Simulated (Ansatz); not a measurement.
**C₆H₁₁AuN₂O: a ladder of functionals and wavefunction methods**

How much do the methods differ for C₆H₁₁AuN₂O? The plan is to run it at one geometry with functionals of several rungs and with coupled cluster. The yardstick is the atomisation energy at the CCSD(T) limit.

Program: Ansatz 0.2.0, Gaussian basis. Level of theory: functionals in def2-TZVPP, the program's frozen cores in correlated methods. These are calculated values, not measurements.

The runs, in order: LDA (SPW92), PBE-D4, revPBE-D4, BLYP-D4, r2SCAN-D4, B97M-V, PBE0-D4, B3LYP-D4, r2SCANh-D4, r2SCAN0-D4, HSE06-D4, BHLYP-D4, CAM-B3LYP-D4, LC-ωPBE, ωB97X-V, ωB97M-V, B2PLYP, PBE-QIDH; CCSD(T)/def2-SVP; CCSD(T)/def2-TZVPP; MP2/def2-QZVPP; extrapolation to the limit; RPA on PBE.

### Step 1. The geometry

The geometry comes from an earlier relaxation with PBE0-D4 in a triple-zeta def2 set; it is a stationary point, not always the lowest conformer. Au takes the def2 core potential; no spin-orbit term is included.

21 atoms, charge 0, spin multiplicity 1.

Atoms are counted from 1 here; the program's logs count them from 0.

Bond lengths: C1–O2 1.389 Å, C1–H11 1.103 Å, C1–H12 1.100 Å, C1–H13 1.103 Å, O2–Au3 1.969 Å, Au3–C4 1.969 Å, C4–N5 1.353 Å, C4–N9 1.353 Å, N5–C6 1.444 Å, N5–C7 1.374 Å, C6–H14 1.088 Å, C6–H15 1.091 Å, C6–H16 1.091 Å, C7–C8 1.349 Å, C7–H17 1.077 Å, C8–N9 1.374 Å, C8–H18 1.077 Å, N9–C10 1.444 Å and more. Angles: O2–C1–H11 113.5°, O2–C1–H12 109.0°, O2–C1–H13 113.5°, H11–C1–H12 106.7°, H11–C1–H13 106.9°, H12–C1–H13 106.8°, C1–O2–Au3 120.6°, O2–Au3–C4 176.8°, Au3–C4–N5 127.9°, Au3–C4–N9 127.7°, N5–C4–N9 104.4°, C4–N5–C6 124.4°, C4–N5–C7 111.1°, C6–N5–C7 124.4°, N5–C6–H14 107.9°, N5–C6–H15 110.3°, N5–C6–H16 110.3°, H14–C6–H15 109.4° and more.

### Step 2. LDA

This LDA is Slater exchange with PW92 correlation.

The input, in.yaml:

```yaml
crystal:
  periodic: [false, false, false]
  atoms:
    - {symbol: C, position_ang: [1.478064, -3.583324, -1.745096]}
    - {symbol: O, position_ang: [2.053448, -2.519902, -1.060550]}
    - {symbol: Au, position_ang: [0.944185, -1.026698, -0.414911]}
    - {symbol: C, position_ang: [-0.073711, 0.512639, 0.271936]}
    - {symbol: N, position_ang: [-1.401418, 0.747935, 0.161370]}
    - {symbol: C, position_ang: [-2.333268, -0.128903, -0.507265]}
    - {symbol: C, position_ang: [-1.747476, 1.930621, 0.770199]}
    - {symbol: C, position_ang: [-0.611349, 2.452707, 1.275927]}
    - {symbol: N, position_ang: [0.399285, 1.575321, 0.963137]}
    - {symbol: C, position_ang: [1.784796, 1.764262, 1.323494]}
    - {symbol: H, position_ang: [0.982393, -3.285576, -2.684649]}
    - {symbol: H, position_ang: [2.264451, -4.303177, -2.016012]}
    - {symbol: H, position_ang: [0.731358, -4.136826, -1.150851]}
    - {symbol: H, position_ang: [-1.774213, -0.977808, -0.896272]}
    - {symbol: H, position_ang: [-3.089730, -0.484661, 0.194255]}
    - {symbol: H, position_ang: [-2.819438, 0.393491, -1.332845]}
    - {symbol: H, position_ang: [-2.760050, 2.295700, 0.791809]}
    - {symbol: H, position_ang: [-0.438759, 3.362674, 1.824816]}
    - {symbol: H, position_ang: [2.348899, 0.909794, 0.954448]}
    - {symbol: H, position_ang: [2.173667, 2.676999, 0.869022]}
    - {symbol: H, position_ang: [1.888868, 1.824711, 2.408046]}
basis:
  gaussian: {orbitals: def2-TZVPP}
hamiltonian: {xc: lda}
output: {orbitals: {seedname: orbitals}}
```

The run is started by

```console
$ ansatz run in.yaml --threads 4 --pin off --events-out ev --progress --plain --max-ram 46080MiB --backend cuda --devices 0, --max-vram 37GiB
```

Further steps of the session: PBE-D4 (GGA); revPBE-D4 (GGA); BLYP-D4 (GGA); r2SCAN-D4 (meta-GGA); B97M-V (meta-GGA); B3LYP-D4 (hybrid); r2SCANh-D4 (hybrid); r2SCAN0-D4 (hybrid); HSE06-D4 (hybrid); BHLYP-D4 (hybrid); CAM-B3LYP-D4 (range-separated); LC-ωPBE (range-separated); ωB97X-V (range-separated); ωB97M-V (range-separated); B2PLYP (double hybrid); PBE-QIDH (double hybrid); CCSD(T) in def2-SVP; CCSD(T) in def2-TZVPP; MP2 in def2-QZVPP; RPA on PBE orbitals.

**Question.** What will the summary of the whole plan be? Wanted: atomisation energy, CCSD(T)/CBS; farthest beyond LDA; mean size of error, GGA; mean size of error, meta-GGA; mean size of error, hybrid; mean size of error, range-separated; mean size of error, double hybrid; gap, smallest and largest; T1 diagnostic.

The runs gave:

| quantity | value |
| --- | --- |
| atomisation energy, CCSD(T)/CBS | 8502.6 kJ/mol |
| functionals within 42.5 kJ/mol (0.5 %) | BLYP-D4, r2SCAN-D4, B97M-V, B3LYP-D4, r2SCANh-D4, CAM-B3LYP-D4, LC-ωPBE, ωB97X-V, ωB97M-V, PBE-QIDH |
| farthest beyond LDA | BHLYP-D4 (-327.3 kJ/mol) |
| mean size of error, GGA | 134.6 kJ/mol |
| mean size of error, meta-GGA | 31.4 kJ/mol |
| mean size of error, hybrid | 110.3 kJ/mol |
| mean size of error, range-separated | 12.7 kJ/mol |
| mean size of error, double hybrid | 58.8 kJ/mol |
| gap, smallest and largest | 2.92 eV (LDA (SPW92)), 9.61 eV (LC-ωPBE) |
| T1 diagnostic | 0.0152 |
| triples share of the correlation energy | 4.4 % |

In words: LDA overbinds by 1457.6 kJ/mol (17 %). PBE-D4 misses by +302.1 kJ/mol. Double hybrids carry the basis error of their MP2 part in triple zeta, and no dispersion term here, so their miss is partly the set-up's. The rungs range-separated, meta-GGA miss on average by less than the doubt on the reference (42.5 kJ/mol), so they tie. The reference freezes the cores and leaves out spin-orbit coupling and excitations past (T), so misses under about 42.5 kJ/mol can't be ranked. All levels share the lack of spin-orbit coupling, which lowers the free heavy atoms and so the true binding. Hartree-Fock recovers 69 % of the binding; the rest is correlation. CCSD(T) in def2-SVP is off by -416.6 kJ/mol, more than most functionals: a good method in a small basis is no reference. The gap grows from 2.9 to 9.6 eV across the functionals, mostly with the share of exact exchange. Correlated methods include outer-core shells of Au, which these sets cover unevenly.
